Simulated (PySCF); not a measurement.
# C4H3BClF3: the cost of one run

Computed with PySCF 2.14.0, with density-fitted response routines of our own, on a single molecule in the gas phase. Atoms are numbered from 0 throughout.

### 1 The starting structure

12 atoms, charge 0, multiplicity 1; geometry from: GFN2-xTB.

Bonds of the start (Å): F0–C1 1.34, C1–F2 1.34, C1–F3 1.34, C1–C4 1.47, C4–C5 1.29, C5–C6 1.53, C6–B7 1.56, B7–Cl8 1.69, C6–C4 1.53, C5–H9 1.06, C6–H10 1.09, B7–H11 1.17.

### 2 TDDFT and polarisability: CAM-B3LYP/def2-SVPD

The job: settings as JSON, then the geometry in Å.

```
{"job": {"kind": "uv", "xc": "CAM-B3LYP", "basis": "def2-SVPD", "nstates": 8, "ntriplets": 3}, "charge": 0, "multiplicity": 1}
F      2.390317     0.224265    -1.204593
C      1.851242     0.197530     0.025513
F      2.572965     1.040675     0.780159
F      2.065053    -1.036983     0.509808
C      0.425294     0.545515     0.015464
C     -0.572500     1.302207     0.330088
C     -0.939639     0.060056    -0.484622
B     -1.619965    -1.170858     0.182182
Cl    -2.630006    -2.154119    -0.744724
H     -0.968139     2.171375     0.792616
H     -1.128929     0.243914    -1.541788
H     -1.444494    -1.424264     1.313871
```

With the program's defaults for keys left out, this is: TDDFT CAM-B3LYP/def2-SVPD, vertical, gas phase, core orbitals frozen in the response.

Run with:

```sh
> OMP_NUM_THREADS=1 python probes_run.py task.json out
```

The driver reads the jobs from task.json and runs them one after another.

**Question.** How long does this job take on 1 thread of Intel Xeon at 2.70GHz, shared host, and how much memory does it need?

About 78 s, with a peak of 0.99 GiB.
